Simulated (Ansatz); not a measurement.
Working through a projected density of states of GaIr, space group Pm-3m

Computed with Ansatz 0.2.0, Python API.

Notebook, run cell by cell (the value of a cell's last expression is shown):

In [1]:
```python
import warnings

import ansatz as az
import numpy as np
```

In [2]:
```python
warnings.simplefilter("ignore", az.DeckWarning)
```

In [3]:
```python
crystal = (
    az.Lattice.cubic(3.004)
    .space_group(221)
    .atom("Ga", (0.0, 0.0, 0.0))
    .atom("Ir", (0.5, 0.5, 0.5))
)

setup = (
    crystal.calculation()
    .occupations("cold", width=0.3)
    .kpoints(8, center="gamma")
    .functional("lda")
    .scf(extra_bands=10)
    .density_of_states(projected=True, energy_step=0.05)
)
with warnings.catch_warnings(record=True) as caught:
    warnings.simplefilter("always")
    done = setup.run()
print("warnings raised:", sorted(w.category.__name__ for w in caught) or "none")
report = done.report
```
```text
warnings raised: ['DeckWarning', 'PlacementWarning']
```

In [4]:
```python
report["mixing_algorithm"], report["preconditioner"], report["eigensolver"]
```
Out [4]:
```text
('MSR1', 'none', 'band_cg')
```

In [5]:
```python
report["n_electrons"]
```
Out [5]:
```text
30.0
```

In [6]:
```python
done.lattice.cell_ang
```
Out [6]:
```text
array([[3.00400000e+00, 0.00000000e+00, 0.00000000e+00],
       [1.83941949e-16, 3.00400000e+00, 0.00000000e+00],
       [1.83941949e-16, 1.83941949e-16, 3.00400000e+00]])
```

In [7]:
```python
dos = done.density_of_states()
energy = np.asarray(dos.energies_ev) - dos.fermi_ev
curves = {}
for site in done.projected_density_of_states().sites:
    for shell in site.shells:
        weight = sum(np.sum(curve.g_bin_mean_per_ev, axis=0) for curve in shell.curves)
        name = f"{site.species} {shell.label}"
        curves[name] = curves.get(name, 0) + weight
```

In [8]:
```python
print("E-EF   " + " ".join(f"{name:>8s}" for name in curves))
for e in np.arange(-10, 6 + 0.1, 1.0):
    print(f"{e:5.1f}  " + " ".join(f"{np.interp(e, energy, g):8.3f}" for g in curves.values()))
```
```text
E-EF      Ga 4S    Ga 4P    Ga 3D    Ir 5S    Ir 6S    Ir 5P    Ir 5D
-10.0     0.144    0.113    0.003    0.004    0.056    0.005    0.032
 -9.0     0.334    0.164    0.007    0.003    0.049    0.010    0.171
 -8.0     0.111    0.083    0.002    0.001    0.012    0.002    0.157
 -7.0     0.036    0.119    0.003    0.002    0.037    0.002    0.090
 -6.0     0.079    0.635    0.015    0.004    0.132    0.011    1.041
 -5.0     0.003    0.254    0.014    0.000    0.003    0.006    1.520
 -4.0     0.003    0.189    0.004    0.000    0.011    0.005    0.730
 -3.0     0.016    0.255    0.014    0.001    0.058    0.004    2.278
 -2.0     0.011    0.187    0.017    0.000    0.031    0.005    2.083
 -1.0     0.038    0.065    0.002    0.000    0.015    0.002    0.178
  0.0     0.021    0.056    0.001    0.000    0.004    0.001    0.250
  1.0     0.136    0.232    0.002    0.001    0.061    0.003    0.418
  2.0     0.124    0.214    0.001    0.000    0.018    0.002    0.145
  3.0     0.234    0.168    0.002    0.001    0.114    0.001    0.175
  4.0     0.160    0.271    0.001    0.001    0.143    0.002    0.132
  5.0     0.081    0.322    0.001    0.003    0.158    0.002    0.104
  6.0     0.046    0.368    0.001    0.003    0.113    0.002    0.080
```

Notes:
- These settings explore the input space; cutoff and mesh may be short of convergence.
- For a metal this k-point mesh is coarse: on a finer one energies can move by several to tens of meV an atom and pressures by half a GPa or more, differences at one mesh by less.
- Spin-orbit coupling, which matters for elements this heavy, is left out.
- The structure is a deposited one; some such entries were measured under pressure or heat, so a shift against it needn't be the functional's error alone.
- Curves are summed over the cell's atoms. Only shells that the potentials hold have channels, so projections don't add up to the total, least of all where a shell is missing (p of most metals); heights and places of peaks move with the mesh.
- The density of states is complete only as far up as bands were computed.
- Timing: 2.1 s on 1 thread of Arm Neoverse V1, on a shared host, peak memory 0.36 GiB.
